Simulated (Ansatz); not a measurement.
Predict the output of the script below (Ansatz 0.2.0 through its Python package).

`lah3.extxyz`
```text
4
Lattice="0.0 2.78647945 2.78647945 2.78647945 0.0 2.78647945 2.78647945 2.78647945 0.0" Properties=species:S:1:pos:R:3 pbc="T T T"
La    0.00000000    0.00000000    0.00000000
H     2.78647945    2.78647945    2.78647945
H     4.17971917    4.17971917    4.17971917
H     1.39323972    1.39323972    1.39323972
```

The script, `vcrelax_lah3.py`:
```python
'''Variable-cell relaxation of LaH3.'''

import warnings

import ansatz
from ase import Atoms
from ase.data import atomic_numbers
from ase.neighborlist import neighbor_list
import numpy as np
import spglib

def edges_and_angles(cell):
    cell = np.asarray(cell)
    a, b, c = np.linalg.norm(cell, axis=1)
    cosines = cell[1] @ cell[2] / (b * c), cell[0] @ cell[2] / (a * c), cell[0] @ cell[1] / (a * b)
    return (a, b, c, *np.degrees(np.arccos(cosines)))

warnings.simplefilter('ignore', ansatz.DeckWarning)

structure = ansatz.Crystal.from_extxyz('lah3.extxyz')

# every cell quantity that the symmetry leaves free
calc = (
    structure.calculation()
    .occupations('methfessel_paxton', width=100 * ansatz.meV)
    .functional('r2scan', dispersion='d3bjatm')
    .mixing('msr1', beta=0.2)
    .basis(750)
    .kpoints(7, 7, 7)
    .scf(tolerance=1e-07, extra_bands=16)
    .relax(max_displacement=0.3, cell=True)
)
steps = []


def follow(event):
    if event['event'] != 'relax_step':
        return
    row = event['data']
    steps.append(row)
    print(f'step {row["step"]:3d}  E = {row["lagrangian_ev"]:.5f} eV  largest force component = {row["allowed_force_max_ev_ang"]:.4f} eV/A  P = {row["pressure_gpa"]:.3f} GPa')


outcome = calc.session().plan(threads=1).execute(on_event=follow)
r = outcome.report

first, last = steps[0], steps[-1]
symbols = [site.symbol for site in outcome.lattice.sites]
print(f'energy gained {first["lagrangian_ev"] - last["lagrangian_ev"]:.4f} eV in {len(steps) - 1} steps')
for label, vectors in (('before', first['cell_ang']), ('after', outcome.lattice.cell_ang)):
    print(label, 'a b c (A) {:.4f} {:.4f} {:.4f}  angles {:.2f} {:.2f} {:.2f}'.format(*edges_and_angles(vectors)), f' V = {abs(np.linalg.det(vectors)):.3f} A^3')
print('final stress xx yy zz (GPa, compression positive):', np.round(np.diag(r['stress_gpa']), 3) + 0.0)

change = np.array(last['positions_ang']) @ np.linalg.inv(last['cell_ang']) - np.array(first['positions_ang']) @ np.linalg.inv(first['cell_ang'])
moved = np.linalg.norm(change @ np.array(last['cell_ang']), axis=1)
print('displacement within the cell, strain taken out (A):', ' '.join(f'{s}:{d:.3f}' for s, d in zip(symbols, moved)))

fractions = [site.position_frac for site in outcome.lattice.sites]
numbers = [atomic_numbers[s] for s in symbols]
for tolerance in (1e-3, 1e-2, 1e-1):
    print(f'space group at {tolerance} A:', spglib.get_spacegroup((outcome.lattice.cell_ang, fractions, numbers), symprec=tolerance))

print('relaxed fractional positions')
for site in outcome.lattice.sites:
    print(f'  {site.symbol:2s}', ' '.join(f'{v % 1:8.5f}' for v in np.round(site.position_frac, 5)))

final = Atoms(symbols, positions=last['positions_ang'], cell=outcome.lattice.cell_ang, pbc=True)
i, j, d = neighbor_list('ijd', final, 4.5)
print('neighbours within 1.15 times the shortest distance of each atom (A)')
for atom in range(len(final)):
    near = [m for m in np.argsort(d) if i[m] == atom]
    shell = [m for m in near if d[m] < 1.15 * d[near[0]]]
    print(f'{symbols[atom]}{atom} ({len(shell)}):', ', '.join(f'{symbols[j[m]]} {d[m]:.3f}' for m in shell))

print(f'free energy      {r["free_energy_ev"]:.5f} eV')
print(f'per atom         {r["free_energy_ev"] / len(outcome.lattice.sites):.5f} eV')
print(f'SCF iterations   {r["n_iterations"]}  (converged: {r["converged"]})')

print('energy terms (eV)')
for term, value in r['components'].items():
    if abs(value) > 1e-9:
        print(f'  {term:26s} {value:16.5f}')

used = r['setup']
print('cutoffs (eV):', used['ecut_ev'], used['ecutrho_ev'], ' FFT grid:', used['fft_dense'])
print('cell volume {:.3f} A^3, {} symmetry operations'.format(used['cell_volume_ang3'], used['n_sym_ops']))
```

```console
$ python vcrelax_lah3.py
step   1  E = -6315.51155 eV  largest force component = 0.0000 eV/A  P = -0.906 GPa
step   2  E = -6315.50861 eV  largest force component = 0.0000 eV/A  P = 1.700 GPa
step   3  E = -6315.51294 eV  largest force component = 0.0000 eV/A  P = -0.025 GPa
step   4  E = -6315.51292 eV  largest force component = 0.0000 eV/A  P = -0.025 GPa
energy gained 0.0014 eV in 3 steps
before a b c (A) 3.9407 3.9407 3.9407  angles 60.00 60.00 60.00  V = 43.271 A^3
after a b c (A) 3.9265 3.9265 3.9265  angles 60.00 60.00 60.00  V = 42.804 A^3
final stress xx yy zz (GPa, compression positive): [-0.025 -0.025 -0.025]
displacement within the cell, strain taken out (A): La:0.000 H:0.000 H:0.000 H:0.000
space group at 0.001 A: Fm-3m (225)
space group at 0.01 A: Fm-3m (225)
space group at 0.1 A: Fm-3m (225)
relaxed fractional positions
  La  0.00000  0.00000  0.00000
  H   0.50000  0.50000  0.50000
  H   0.75000  0.75000  0.75000
  H   0.25000  0.25000  0.25000
neighbours within 1.15 times the shortest distance of each atom (A)
La0 (8): H 2.404, H 2.404, H 2.404, H 2.404, H 2.404, H 2.404, H 2.404, H 2.404
H1 (8): H 2.404, H 2.404, H 2.404, H 2.404, H 2.404, H 2.404, H 2.404, H 2.404
H2 (8): H 2.404, La 2.404, La 2.404, La 2.404, H 2.404, La 2.404, H 2.404, H 2.404
H3 (8): La 2.404, La 2.404, La 2.404, H 2.404, H 2.404, H 2.404, H 2.404, La 2.404
free energy      -6315.51292 eV
per atom         -1578.87823 eV
SCF iterations   2  (converged: True)
energy terms (eV)
  e_band                            -52.74763
  e_kinetic                         232.93746
  e_local                          -322.63194
  e_nonlocal                         98.93152
  e_hartree                          96.69899
  e_xc                             -160.46990
  e_vxc                            -199.11395
  e_paw                           -5439.79421
  e_vpaw                            -65.70364
  e_augmentation_tail                 0.00002
  e_vtau                              9.43499
  e_ewald                          -820.96779
  e_disp                             -0.28591
  e_core_change                       0.06851
  e_smearing                          0.00032
cutoffs (eV): 750.0 3000.0  FFT grid: [36, 36, 36]
cell volume 42.804 A^3, 48 symmetry operations
```

Reading the output:
- The settings weren't tested for convergence.
- Forces vanish by symmetry, so the ions can't move, and the end may be a saddle.
- Cold and Methfessel-Paxton smearing aren't meant for a gap as narrow as their width.
- The energy terms are those on the plane-wave grid, with the one-centre PAW part apart; e_band, e_vxc and e_vpaw aren't summands of the total.
- Energies along a relaxation are free energies. Rows at an unchanged volume are solved on a plane-wave basis chosen afresh for that cell, so the energy jumps there and such rows are no steps of the walk.
- The program warned that this SCF threshold is loose for forces or stresses.
- Edges and angles are those of the cell as typed, here a primitive one, not of the conventional cell.
- Semilocal functionals put the empty 4f levels of La too low, which can move the conduction edge.
- This cell is a computed structure, which may not be the phase found in nature.
- Gaps and levels are Kohn-Sham values on a finite set of k-points, without spin-orbit coupling.
- The script silences the warnings on its input, which a real study should read.
- Run time: 12 s on 1 thread of AMD EPYC 7B13 (Zen 3), with other jobs on the host, peak memory 0.69 GiB.

(Lines on the test bed's own set-up are left out of the output.)
